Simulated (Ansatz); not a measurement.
# InH2F (SMILES [F][InH2]): B2PLYP/STO-3G

What is the electronic atomisation energy of InH2F at B2PLYP/STO-3G? 

Program for the calculation: Ansatz 0.2.0.

57 further runs of the same task are left out: 3 that didn't finish, 54 set aside as unsound or not needed.

### 1 Starting point

InH2F has 4 atoms, charge 0, and is taken as a singlet. As SMILES, `[F][InH2]`. The shape is that of a PBE0-D4/def2-TZVP optimisation.

Bond lengths: F1–In2 1.961 Å, In2–H3 1.702 Å, In2–H4 1.702 Å. Angles: F1–In2–H3 110.4°, F1–In2–H4 110.4°, H3–In2–H4 139.2°.

### 2 A single-point energy at B2PLYP/STO-3G

Input file in.yaml:

```yaml
crystal:
  periodic: [false, false, false]
  atoms:
    - symbol: F
      position_ang: [-1.631800, -0.629400, 0.188600]
    - symbol: In
      position_ang: [0.194400, 0.052300, -0.026300]
    - symbol: H
      position_ang: [1.304300, -0.965100, 0.767900]
    - symbol: H
      position_ang: [0.188600, 1.481900, -0.950400]
basis:
  gaussian:
    orbitals: STO-3G
hamiltonian:
  xc: {name: B2PLYP}
correlation:
  frozen_orbitals: {F: 1, H: 0, In: 18}
accuracy: high
```

Run with:

```
ansatz run in.yaml --threads 1 --pin off --max-ram 2610MiB --events-out events.jsonl --progress --plain --runs-dir runs
```

The program printed:

```text
Warning: RAYON_NUM_THREADS=1 ignored (pool sized by the plan → 1); use --threads N
Functional definition: B2PLYP
  name "B2PLYP"
  parameter a = 0.53
  parameter c = 0.27
  exchange = (1 - a)*b88_x + a*exact_x
  correlation = (1 - c)*lyp_c + c*(mp2_os + mp2_ss)
622 factors; integrals over basis functions are off by at most 4.0e-9 eV
mean field evaluation 1: about -157384.0580 eV, gradient 1.8e1 eV
mean field evaluation 2: about -157384.0477 eV, gradient 1.8e1 eV
mean field evaluation 4: about -157386.0558 eV, gradient 1.4e0 eV
mean field evaluation 8: about -157386.0678 eV, gradient 1.9e-2 eV
mean field evaluation 16: about -157386.0678 eV, gradient 2.2e-7 eV
mean field -157386.06775380 eV, -5783.8313098439 hartree, gradient 1.1e-8 eV, S^2 0.000000; 0 other end points of the search recorded, 0 dependent functions left out
19 core orbitals not correlated: weight in the atoms' cores, before any rotation towards them, 1.000 or more for the frozen orbitals, at most 0.000 for the correlated occupied ones
reference -157386.06776979 eV, -5783.8313104314 hartree; 11, 11 occupied and 4, 4 virtual orbitals, 622 factors
second order -2.31747994 eV of doubles, -0.00000000 eV of singles
Total energy: -157386.69348937 eV, -5783.8543052020 hartree
```

Run time: 2.1 s. Hardware: 1 thread of Arm Neoverse V2, shared host; peak memory 0.12 GiB.

### 3 The F atom at the same level

Input file run.yaml:

```yaml
crystal:
  periodic: [false, false, false]
  atoms:
    - {symbol: F, position_ang: [0.000000, 0.000000, 0.000000]}
basis:
  gaussian:
    orbitals: STO-3G
magnetization:
  spin_polarized: true
  initial_magnetization: 1
hamiltonian:
  xc: {name: B2PLYP}
correlation:
  frozen_orbitals: {F: 1}
accuracy: high
```

Run with:

```
ansatz run run.yaml --threads 1 --pin off --max-ram 2610MiB --events-out events.jsonl --progress --plain --runs-dir runs
```

The program printed, shortened:

```text
Warning: RAYON_NUM_THREADS=1 ignored (pool sized by the plan → 1); use --threads N
[... 6 set-up lines as earlier in the session ...]
15 factors; integrals over basis functions are off by at most 1.2e-9 eV
mean field evaluation 1: about -2671.8152 eV, gradient 1.3e-12 eV
mean field evaluation 2: about -2671.8159 eV, gradient 7.1e-12 eV
mean field -2671.81592848 eV, -98.1874243497 hartree, gradient 0.0e0 eV, S^2 0.750000; 0 other end points of the search recorded, 0 dependent functions left out
1 core orbitals not correlated: weight in the atoms' cores, before any rotation towards them, 1.000 or more for the frozen orbitals, at most 0.000 for the correlated occupied ones
reference -2671.81593295 eV, -98.1874245139 hartree; 4, 3 occupied and 0, 1 virtual orbitals, 15 factors
second order 0.00000000 eV of doubles, 0.00000000 eV of singles
Total energy: -2671.81593295 eV, -98.1874245139 hartree
```

Wall time 0.14 s (1 thread of Arm Neoverse V2, shared host).

### 4 The H atom at the same level

Input file input.yaml:

```yaml
crystal:
  periodic: [false, false, false]
  atoms:
    - {symbol: H, position_ang: [0.000000, 0.000000, 0.000000]}
basis:
  gaussian: {orbitals: STO-3G}
magnetization: {spin_polarized: true, initial_magnetization: 1}
hamiltonian: {xc: {name: B2PLYP}}
correlation: {frozen_orbitals: {H: 0}}
accuracy: high
```

Run with:

```
ansatz run input.yaml --threads 1 --pin off --max-ram 2610MiB --events-out events.jsonl --progress --plain --runs-dir runs
```

The program printed, shortened:

```text
Warning: RAYON_NUM_THREADS=1 ignored (pool sized by the plan → 1); use --threads N
[... 6 set-up lines as earlier in the session ...]
1 factors; integrals over basis functions are off by at most 4.6e-10 eV
mean field evaluation 1: about -12.6472 eV, gradient 0.0e0 eV
mean field evaluation 2: about -12.6472 eV, gradient 0.0e0 eV
mean field -12.64721158 eV, -0.4647764528 hartree, gradient 0.0e0 eV, S^2 0.750000; 0 other end points of the search recorded, 0 dependent functions left out
reference -12.64722010 eV, -0.4647767659 hartree; 1, 0 occupied and 0, 1 virtual orbitals, 1 factors
second order 0.00000000 eV of doubles, 0.00000000 eV of singles
Total energy: -12.64722010 eV, -0.4647767659 hartree
```

Run time: 0.06 s. Hardware: 1 thread of Arm Neoverse V2, shared host.

### 5 The In atom at the same level

Input file molecule.yaml:

```yaml
crystal:
  periodic: [false, false, false]
  atoms:
    - symbol: In
      position_ang: [0.000000, 0.000000, 0.000000]
basis:
  gaussian: {orbitals: STO-3G}
total_charge: 0
magnetization: {spin_polarized: true, initial_magnetization: 1}
hamiltonian: {xc: {name: B2PLYP}}
correlation: {frozen_orbitals: {In: 18}}
accuracy: high
```

Run with:

```
ansatz run molecule.yaml --threads 1 --pin off --max-ram 2610MiB --events-out events.jsonl --progress --plain --runs-dir runs
```

The program printed, shortened:

```text
Warning: RAYON_NUM_THREADS=1 ignored (pool sized by the plan → 1); use --threads N
[... 6 set-up lines as earlier in the session ...]
251 factors; integrals over basis functions are off by at most 4.7e-9 eV
mean field evaluation 1: about -154676.6478 eV, gradient 2.6e-1 eV
mean field evaluation 2: about -154676.6545 eV, gradient 2.6e-1 eV
mean field evaluation 4: about -154676.6547 eV, gradient 4.0e-4 eV
mean field evaluation 8: about -154676.6547 eV, gradient 3.5e-7 eV
mean field -154676.65473627 eV, -5684.2622179557 hartree, gradient 1.2e-8 eV, S^2 0.750000; 0 other end points of the search recorded, 0 dependent functions left out
18 core orbitals not correlated: weight in the atoms' cores, before any rotation towards them, 1.000 or more for the frozen orbitals, at most 0.000 for the correlated occupied ones
reference -154676.65475006 eV, -5684.2622184625 hartree; 7, 6 occupied and 2, 3 virtual orbitals, 251 factors
second order -0.55092668 eV of doubles, 0.00000000 eV of singles
Total energy: -154676.80350026 eV, -5684.2676849316 hartree
```

It took 1.1 s on 1 thread of Arm Neoverse V2, shared host; peak memory 0.1 GiB.

### 6 Outcome

Level: B2PLYP/STO-3G, 19 core orbitals frozen.

| quantity | value |
| --- | --- |
| molecule: total energy | -5783.85431 Eh |
| F atom: total energy | -98.18742 Eh |
| F atom: ⟨S²⟩ | 0.750 |
| H atom: total energy | -0.46478 Eh |
| H atom: ⟨S²⟩ | 0.750 |
| In atom: total energy | -5684.26768 Eh |
| In atom: ⟨S²⟩ | 0.750 |
| electronic atomisation energy | 12.780 eV |

In words: Taking the molecule apart into free atoms costs 12.78 eV (1233 kJ/mol), before zero-point energy and without spin-orbit coupling. In a minimal basis such a difference can be off by several eV, whatever the method. Relativity is left out (molecule) although the molecule holds a heavy atom. Relativity is left out (In atom) although the molecule holds a heavy atom.
